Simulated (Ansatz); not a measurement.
# C2H2FSi (SMILES C#C[SiH]F) at U-wB97M-V/def2-SVPD

Aim: the electronic atomisation energy of C2H2FSi at U-wB97M-V/def2-SVPD, from 5 runs. 

Program for the calculation: Ansatz 0.2.0.

46 further runs of the same task are left out: 46 set aside as unsound or not needed.

## Step 1: The structure to begin with

C2H2FSi: 6 atoms, total charge 0, spin state doublet. As SMILES, `C#C[SiH]F`. The coordinates come from a PBE0-D4/def2-TZVP relaxation.

Bond lengths: C1–C2 1.209 Å, C2–Si3 1.806 Å, Si3–F4 1.599 Å, C1–H5 1.066 Å, Si3–H6 1.485 Å. Angles: C1–C2–Si3 173.2°, C2–Si3–F4 109.8°, C2–C1–H5 179.1°, C2–Si3–H6 111.2°, F4–Si3–H6 108.3°.

## Step 2: The energy at U-wB97M-V/def2-SVPD

molecule.yaml

```yaml
crystal:
  periodic: [false, false, false]
  atoms:
    - {symbol: C, position_ang: [0.118100, -0.680000, -1.605700]}
    - {symbol: C, position_ang: [0.120400, -0.213700, -0.490100]}
    - {symbol: Si, position_ang: [0.338300, 0.466700, 1.168800]}
    - {symbol: F, position_ang: [-0.478000, -0.412300, 2.226800]}
    - {symbol: H, position_ang: [0.100300, -1.089200, -2.590300]}
    - {symbol: H, position_ang: [-0.157100, 1.864400, 1.244300]}
basis:
  gaussian:
    orbitals: def2-SVPD
magnetization:
  spin_polarized: true
  initial_magnetization: 1
hamiltonian:
  xc: {name: wB97M-V}
accuracy: high
output: {orbitals: {seedname: orbitals}}
```

On the command line:

```console
$ ansatz run molecule.yaml --threads 1 --pin off --max-ram 3480MiB --events-out events.jsonl --progress --plain --runs-dir runs
```

Output:

```text
Warning: RAYON_NUM_THREADS=1 ignored (pool sized by the plan → 1); use --threads N
Functional definition: wB97M-V
  name "wB97M-V"
  parameter omega = 0.3/bohr
  parameter cx = 0.15
  parameter cx01 = 1.007
  parameter cx10 = 0.259
  parameter css00 = 0.443
  parameter css04 = -1.437
  parameter css10 = -4.535
  parameter css20 = -3.390
  parameter css43 = 4.278
  parameter cos00 = 1.000
  parameter cos10 = 1.358
  parameter cos20 = 2.924
  parameter cos21 = -8.812
  parameter cos60 = -1.390
  parameter cos61 = 9.142
  parameter b = 6.0
  parameter c = 0.01
  gx(w, u) = 1 - cx + cx01*u + cx10*w
  gss(w, u) = css00 + css04*u^4 + css10*w + css20*w^2 + css43*w^4*u^3
  gos(w, u) = cos00 + cos10*w + (cos20 + cos21*u)*w^2 + (cos60 + cos61*u)*w^6
  exchange = spin_sum(e_x_unif_sr(omega)*gx(b97_w, b97_u_x)) + cx*exact_x_sr(omega) + exact_x_lr(omega)
  correlation = spin_sum(e_c_pw_mod_same_spin*gss(b97_w, b97_u_same))
      + integral(e_c_pw_mod_opposite_spin*gos(b97_w_opposite, b97_u_opposite)) + vv10(b, c)
1967 factors; integrals over basis functions are off by at most 3.7e-9 eV
439 factors; integrals over basis functions are off by at most 2.2e-9 eV
mean field evaluation 1: about -12687.2745 eV, gradient 2.9e1 eV
mean field evaluation 2: about -12688.3110 eV, gradient 2.8e1 eV
mean field evaluation 4: about -12691.1421 eV, gradient 1.4e0 eV
mean field evaluation 8: about -12691.2481 eV, gradient 5.2e-2 eV
mean field evaluation 16: about -12691.2482 eV, gradient 1.0e-3 eV
mean field evaluation 32: about -12691.2482 eV, gradient 8.9e-8 eV
mean field -12691.24823358 eV, -466.3947701471 hartree, gradient 8.9e-8 eV, S^2 0.753516; 0 other end points of the search recorded, 0 dependent functions left out
reference -12691.24823844 eV, -466.3947703258 hartree; 19, 18 occupied and 84, 85 virtual orbitals, 1967 factors
Total energy: -12691.24823844 eV, -466.3947703258 hartree
```

Run time: 1.8 min. Hardware: 1 thread of Arm Neoverse V1, shared host; peak memory 0.97 GiB.

## Step 3: The C atom at the same level

input.yaml

```yaml
basis:
  gaussian: {orbitals: def2-SVPD}
crystal:
  periodic: [false, false, false]
  atoms:
    - symbol: C
      position_ang: [0.000000, 0.000000, 0.000000]
magnetization: {spin_polarized: true, initial_magnetization: 2}
hamiltonian: {xc: {name: wB97M-V}}
accuracy: high
```

Run the same way, it converges to -37.80021 Eh (log not shown).

## Step 4: The F atom, same level

in.yaml

```yaml
basis:
  gaussian: {orbitals: def2-SVPD}
crystal:
  periodic: [false, false, false]
  atoms:
    - {symbol: F, position_ang: [0.000000, 0.000000, 0.000000]}
magnetization: {spin_polarized: true, initial_magnetization: 1}
hamiltonian: {xc: {name: wB97M-V}}
accuracy: high
```

Run the same way, it converges to -99.62701 Eh (log not shown).

## Step 5: The H atom, same level

in.yaml

```yaml
crystal:
  periodic: [false, false, false]
  atoms:
    - {symbol: H, position_ang: [0.000000, 0.000000, 0.000000]}
basis:
  gaussian:
    orbitals: def2-SVPD
magnetization:
  spin_polarized: true
  initial_magnetization: 1
hamiltonian:
  xc: {name: wB97M-V}
accuracy: high
```

Run the same way, it converges to -0.49171 Eh (log not shown).

## Step 6: The Si atom at the same level

input.yaml

```yaml
crystal:
  periodic: [false, false, false]
  atoms:
    - {symbol: Si, position_ang: [0.000000, 0.000000, 0.000000]}
basis:
  gaussian:
    orbitals: def2-SVPD
magnetization:
  spin_polarized: true
  initial_magnetization: 2
hamiltonian:
  xc: {name: wB97M-V}
accuracy: high
```

Run the same way, it converges to -289.25522 Eh (log not shown).

## Step 7: Results

At U-wB97M-V/def2-SVPD:

| quantity | value |
| --- | --- |
| molecule: total energy | -466.39477 Eh |
| molecule: HOMO energy (highest over α and β) | -8.22 eV |
| molecule: LUMO energy (lowest over α and β) | -1.12 eV |
| molecule: ⟨S²⟩ | 0.754 |
| C atom: total energy | -37.80021 Eh |
| C atom: ⟨S²⟩ | 2.002 |
| F atom: total energy | -99.62701 Eh |
| F atom: ⟨S²⟩ | 0.752 |
| H atom: total energy | -0.49171 Eh |
| H atom: ⟨S²⟩ | 0.750 |
| Si atom: total energy | -289.25522 Eh |
| Si atom: ⟨S²⟩ | 2.001 |
| electronic atomisation energy | 25.271 eV |

In words: Taking the molecule apart into free atoms costs 25.27 eV (583 kcal/mol), before zero-point energy and without spin-orbit coupling.
